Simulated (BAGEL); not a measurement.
# singlet [BNH3O2]−: levels of theory compared

Aim: a comparison of 6 runs (HF/6-31G*, HF/def2-SVPD, B3LYP/6-31G*, B3LYP/def2-SVPD, PBE0/def2-SVPD, RI-MP2/def2-SVPD) of singlet [BNH3O2]−. 

Program for the calculation: BAGEL 1.2.2.

3 further runs of the same task are left out: 3 that didn't finish.

### Step 1. Starting point

[BNH3O2]− has 7 atoms, charge -1, and is taken as a singlet. SMILES of the parent species: `NB([O])O`. The coordinates come from a GFN2-xTB relaxation. This is one conformer, not always the lowest. That shape belongs to the parent species and isn't relaxed for this state.

Bond lengths: N1–B2 1.506 Å, B2–O3 1.288 Å, B2–O4 1.349 Å, N1–H5 1.012 Å, N1–H6 1.010 Å, O4–H7 0.956 Å. Angles: N1–B2–O3 106.4°, N1–B2–O4 117.0°, O3–B2–O4 136.4°, B2–N1–H5 113.7°, B2–N1–H6 114.1°, B2–O4–H7 114.3°, H5–N1–H6 110.5°.

### Step 2. The energy at HF/6-31G(d) (density fitting with qzvpp-jkfit, spherical functions) (run 1)

File calc.json:

```json
{ "bagel" : [

{
  "title" : "molecule",
  "basis" : "6-31gs.json",
  "df_basis" : "qzvpp-jkfit",
  "angstrom" : true,
  "geometry" : [
    { "atom" : "N", "xyz" : [   -0.801780,    0.766820,    0.099020 ] },
    { "atom" : "B", "xyz" : [    0.172390,   -0.379600,    0.041570 ] },
    { "atom" : "O", "xyz" : [    0.293310,   -0.814520,    1.247550 ] },
    { "atom" : "O", "xyz" : [    0.744180,   -0.638140,   -1.152780 ] },
    { "atom" : "H", "xyz" : [   -0.367810,    1.675200,    0.000740 ] },
    { "atom" : "H", "xyz" : [   -1.411270,    0.750420,    0.904460 ] },
    { "atom" : "H", "xyz" : [    1.370990,   -1.360190,   -1.140560 ] }
  ]
},
{
  "title" : "hf",
  "charge" : -1
},
{
  "title" : "print",
  "file" : "orbitals.molden",
  "orbitals" : true
}

]}
```

The basis set 6-31G* is read from a file made from the Basis Set Exchange's data (not shown).

The run is started by

```console
$ BAGEL_NUM_THREADS=1 BAGEL calc.json > calc.out
```

Standard output:

```text
* using 1 threads per process

  ===============================================================
  ===============================================================

  *** Geometry ***

  { "atom" : "N", "xyz" : [     -1.515145,      1.449080,      0.187121 ] },
  { "atom" : "B", "xyz" : [      0.325770,     -0.717340,      0.078556 ] },
  { "atom" : "O", "xyz" : [      0.554276,     -1.539220,      2.357528 ] },
  { "atom" : "O", "xyz" : [      1.406296,     -1.205910,     -2.178438 ] },
  { "atom" : "H", "xyz" : [     -0.695060,      3.165669,      0.001398 ] },
  { "atom" : "H", "xyz" : [     -2.666914,      1.418088,      1.709182 ] },
  { "atom" : "H", "xyz" : [      2.590796,     -2.570387,     -2.155346 ] },

  Number of auxiliary basis functions:      360

  Since a DF basis is specified, we compute 2- and 3-index integrals:
    o Being stored without compression. Storage requirement is 0.011 GB

  Number of basis functions:       62
  Number of electrons      :       31

    * METHOD: MOLECULE                             0.09

  *** RHF ***

  === Nuclear Repulsion ===
   108.6426610902

      * DIIS with orbital gradients will be used.

  === RHF iteration (6-31gs.json) ===
      0       -230.24752219          0.03647569           0.02
      1       -230.53759135          0.02215825           0.02
      2       -230.67153873          0.00248855           0.02
[... 12 lines of this table left out ...]
     15       -230.67387334          0.00000001           0.02
    * SCF iteration converged.

    * Permanent dipole moment:
           (   -0.405287,    -0.283772,     0.928079) a.u.

    * METHOD: HF                                   0.35

    * METHOD: PRINT                                0.01

  ===============================================================
```

Wall time 0.6 s (1 thread of Arm Neoverse V2, shared host).

### Step 3. The energy at HF/def2-SVPD (density fitting with qzvpp-jkfit) (run 2)

File calc.json:

```json
{ "bagel": [

{
  "title": "molecule",
  "basis": "def2-svpd.json",
  "df_basis": "qzvpp-jkfit",
  "angstrom": true,
  "geometry": [
    { "atom": "N", "xyz": [      -0.801780,       0.766820,       0.099020 ] },
    { "atom": "B", "xyz": [       0.172390,      -0.379600,       0.041570 ] },
    { "atom": "O", "xyz": [       0.293310,      -0.814520,       1.247550 ] },
    { "atom": "O", "xyz": [       0.744180,      -0.638140,      -1.152780 ] },
    { "atom": "H", "xyz": [      -0.367810,       1.675200,       0.000740 ] },
    { "atom": "H", "xyz": [      -1.411270,       0.750420,       0.904460 ] },
    { "atom": "H", "xyz": [       1.370990,      -1.360190,      -1.140560 ] }
  ]
},

{
  "title": "hf",
  "charge": -1
},

{
  "title": "print",
  "file": "orbitals.molden",
  "orbitals": true
}

]}
```

The basis set def2-SVPD is read from a file made from the Basis Set Exchange's data (not shown).

The run is started by

```console
$ BAGEL_NUM_THREADS=1 BAGEL calc.json > calc.out
```

Standard output:

```text
* using 1 threads per process

  ===============================================================
  ===============================================================

  *** Geometry ***

[... 20 lines left out ...]
  === Nuclear Repulsion ===
   108.6426610902

      * DIIS with orbital gradients will be used.

  === RHF iteration (def2-svpd.json) ===
      0       -230.03199015          0.02874975           0.04
      1       -230.26453471          0.02426256           0.04
      2       -230.54583163          0.00290739           0.04
[... 12 lines of this table left out ...]
     15       -230.55126532          0.00000001           0.04
    * SCF iteration converged.

    * Permanent dipole moment:
           (   -0.373528,    -0.353839,     1.044664) a.u.

    * METHOD: HF                                   0.69

    * METHOD: PRINT                                0.02

  ===============================================================
```

Run time: 1 s. Hardware: 1 thread of Arm Neoverse V2, shared host; peak memory 0.11 GiB.

Run 3 isn't shown in full; the table further down has it.

### Step 4. A single-point energy at B3LYP/def2-SVPD (density fitting with qzvpp-jkfit) (run 4)

File input.json:

```json
{ "bagel": [

{
  "title": "molecule",
  "basis": "def2-svpd.json",
  "df_basis": "qzvpp-jkfit",
  "angstrom": true,
  "geometry": [
    { "atom": "N", "xyz": [   -0.801780,    0.766820,    0.099020 ] },
    { "atom": "B", "xyz": [    0.172390,   -0.379600,    0.041570 ] },
    { "atom": "O", "xyz": [    0.293310,   -0.814520,    1.247550 ] },
    { "atom": "O", "xyz": [    0.744180,   -0.638140,   -1.152780 ] },
    { "atom": "H", "xyz": [   -0.367810,    1.675200,    0.000740 ] },
    { "atom": "H", "xyz": [   -1.411270,    0.750420,    0.904460 ] },
    { "atom": "H", "xyz": [    1.370990,   -1.360190,   -1.140560 ] }
  ]
},
{
  "title": "ks",
  "xc_func": "b3lyp",
  "charge": -1
},
{
  "title": "print",
  "file": "orbitals.molden",
  "orbitals": true
}

]}
```

The basis set def2-SVPD is read from a file made from the Basis Set Exchange's data (not shown).

The run is started by

```console
$ BAGEL_NUM_THREADS=1 BAGEL input.json > input.out
```

Standard output:

```text
* using 1 threads per process

  ===============================================================
  ===============================================================

  *** Geometry ***

[... 20 lines left out ...]
    * Removing 12690 points whose weight is below 1.00e-10
[... 2 lines left out ...]
  === Nuclear Repulsion ===
   108.6426610902

       - DIIS with orbital gradients will be used.

  === KS iteration (b3lyp / def2-svpd.json) ===
      0       -207.02509168          0.10931540           0.28
      1       -178.28605130          0.16131558           0.29
      2       -194.21906039          0.12729212           0.28
[... 19 lines of this table left out ...]
     22       -231.84453781          0.00000001           0.28
    * SCF iteration converged.

    * Permanent dipole moment:
           (   -0.319672,    -0.380816,     0.931202) a.u.

    * METHOD: KS                                   6.82

    * METHOD: PRINT                                0.02

  ===============================================================
```

It took 7.2 s on 1 thread of Arm Neoverse V2, shared host; peak memory 0.46 GiB.

Run 5 isn't shown in full; the table further down has it.

### Step 5. The energy at RI-MP2/def2-SVPD (density fitting with qzvpp-jkfit) (run 6)

Changes to input.json since step 4:

```diff
@@ -17,12 +17,4 @@
 },
-{
-  "title": "ks",
-  "xc_func": "b3lyp",
-  "charge": -1
-},
-{
-  "title": "print",
-  "file": "orbitals.molden",
-  "orbitals": true
-}
+{ "title": "hf", "charge": -1 },
+{ "title": "mp2", "charge": -1, "ncore": 4 }
```

The basis set def2-SVPD is read from a file made from the Basis Set Exchange's data (not shown).

The run is started by

```console
$ BAGEL_NUM_THREADS=1 BAGEL input.json > input.out
```

Standard output:

```text
* using 1 threads per process

  ===============================================================
  ===============================================================

  *** Geometry ***

[... 31 lines left out ...]
    * SCF iteration converged.
[... 1 line left out ...]
    * Permanent dipole moment:
[... 2 lines left out ...]
    * METHOD: HF                                   0.70

  *** RHF ***

  === Nuclear Repulsion ===
   108.6426610902

      * DIIS with orbital gradients will be used.

  === RHF iteration (def2-svpd.json) ===
      0       -230.55126532          0.00000000           0.03
    * SCF iteration converged.

    * Permanent dipole moment:
           (   -0.373528,    -0.353839,     1.044664) a.u.

  === DF-MP2 calculation ===

    * freezing 4 orbitals
    * 3-index integral transformation done
    * assembly done

      MP2 correlation energy:   -0.6756522205      0.04

      MP2 total energy:       -231.2269175398

    * METHOD: MP2                                  0.12

  ===============================================================
```

It took 1.1 s on 1 thread of Arm Neoverse V2, shared host; peak memory 0.11 GiB.

### Step 6. The series

| run | level | frozen core orbitals | energy (Eh) | HOMO energy (eV) | LUMO energy (eV) | HOMO–LUMO gap (eV) | wall time |
| --- | --- | --- | --- | --- | --- | --- | --- |
| 1 | HF/6-31G* (density fitting with qzvpp-jkfit, spherical functions) | – | -230.673873 | -2.48 | 11.28 | 13.76 | 0.6 s |
| 2 | HF/def2-SVPD (density fitting with qzvpp-jkfit) | – | -230.551265 | -3.42 | 5.53 | 8.95 | 1 s |
| 3 | B3LYP/6-31G* (density fitting with qzvpp-jkfit, spherical functions) | – | -231.937038 | 1.96 | 7.42 | 5.46 | 3.9 s |
| 4 | B3LYP/def2-SVPD (density fitting with qzvpp-jkfit) | – | -231.844538 | 0.43 | 3.86 | 3.43 | 7.2 s |
| 5 | PBE0/def2-SVPD (density fitting with qzvpp-jkfit) | – | -231.575975 | 0.26 | 4.12 | 3.87 | 6.6 s |
| 6 | RI-MP2/def2-SVPD (density fitting with qzvpp-jkfit) | 4 | -231.226918 | – | – | – | 1.1 s |

### Step 7. Summary of results

| quantity | value |
| --- | --- |
| run 6: total energy | -231.22692 Eh |
| run 6: correlation energy (4 core orbitals frozen) | -675.7 mEh |

What this shows: Over runs 1, 2, 3, 4, 5 the HOMO–LUMO gap runs from 3.43 eV (B3LYP/def2-SVPD) to 13.76 eV (HF/6-31G*). The two ends differ in method and basis. The empty levels of an anion lie above zero and hang on the basis. Totals of different functionals can't be ranked against each other. In runs 3, 4, 5 the HOMO lies above zero, so the outermost electron may be held by the basis alone. All runs together took 20 s, the longest 7.2 s.
